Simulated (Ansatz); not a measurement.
# TiC+ (quartet): the correlation ladder, def2-SVP

How much of the correlation energy of TiC+ (quartet) does each wave-function method recover here?

The runs use Ansatz 0.2.0, Gaussian basis; def2-SVP, core rule «outside noble gas», up to 10 orbitals frozen.

To be run: UHF; CCSD(T) on ROHF; CCSD(T) on UHF; CISD; CCSDT(Q) on ROHF; CCSDT(Q) on UHF; CISDTQ; CCSDTQ on ROHF; CCSDTQ on UHF; Full CI.

6 further runs of the same task are left out: 4 for a known fault of the program, 2 set aside as unsound or not needed.

## 1. The geometry

The geometry is a PBE0/def2-TZVP stationary point (not a proven minimum) of the parent state, kept for this charge and spin.

2 atoms, charge 1, spin multiplicity 4.

Atoms are counted from 1 here; the program's logs count them from 0.

Bond lengths: Ti1–C2 1.616 Å.

## 2. UHF

Input file in.yaml:

```yaml
crystal:
  periodic: [false, false, false]
  atoms:
    - {symbol: Ti, position_ang: [0.000000, 0.000000, 0.000000]}
    - {symbol: C, position_ang: [0.000000, 0.000000, 1.616200]}
basis:
  gaussian: {orbitals: def2-SVP}
total_charge: 1
magnetization: {spin_polarized: true, initial_magnetization: 3}
hamiltonian: {xc: hf}
output: {orbitals: {seedname: orbitals}}
```

On the command line:

```sh
> ansatz run in.yaml --threads 1 --pin off --events-out ev --progress --plain --max-ram 2816MiB --backend cpu
```

Further steps of the session: CCSD(T) on ROHF; CCSD(T) on UHF; CISD; CCSDT(Q) on ROHF; CCSDT(Q) on UHF; CISDTQ; CCSDTQ on ROHF; CCSDTQ on UHF; Full CI.

**Question.** What will the summary of the whole plan be? Wanted: FCI below the RHF energy; RMP2 from FCI; RCCSD from FCI; RCCSD(T) from FCI; RCCSDT(Q) from FCI; T1 diagnostic; effectively unpaired electrons.

As calculated:

```
                         quantity                       value
         FCI below the RHF energy                  -5.4986 eV
                    RMP2 from FCI             +15.71 kcal/mol
                   RCCSD from FCI             +10.16 kcal/mol
                RCCSD(T) from FCI              +1.55 kcal/mol
               RCCSDT(Q) from FCI              +0.25 kcal/mol
levels within 1 kcal/mol (43 meV)  RCCSDT, RCCSDT(Q), RCCSDTQ
                    T1 diagnostic                       0.046
   effectively unpaired electrons                        3.16
```

**Reading.** RCCSD(T) misses by +1.55 kcal/mol, 1.2 % of the correlation energy. The occupations are near whole numbers, but T1 = 0.046 shows that the orbitals relax strongly. Coupled cluster took another determinant than the lowest Hartree-Fock one. These misses are within one basis, not against nature.
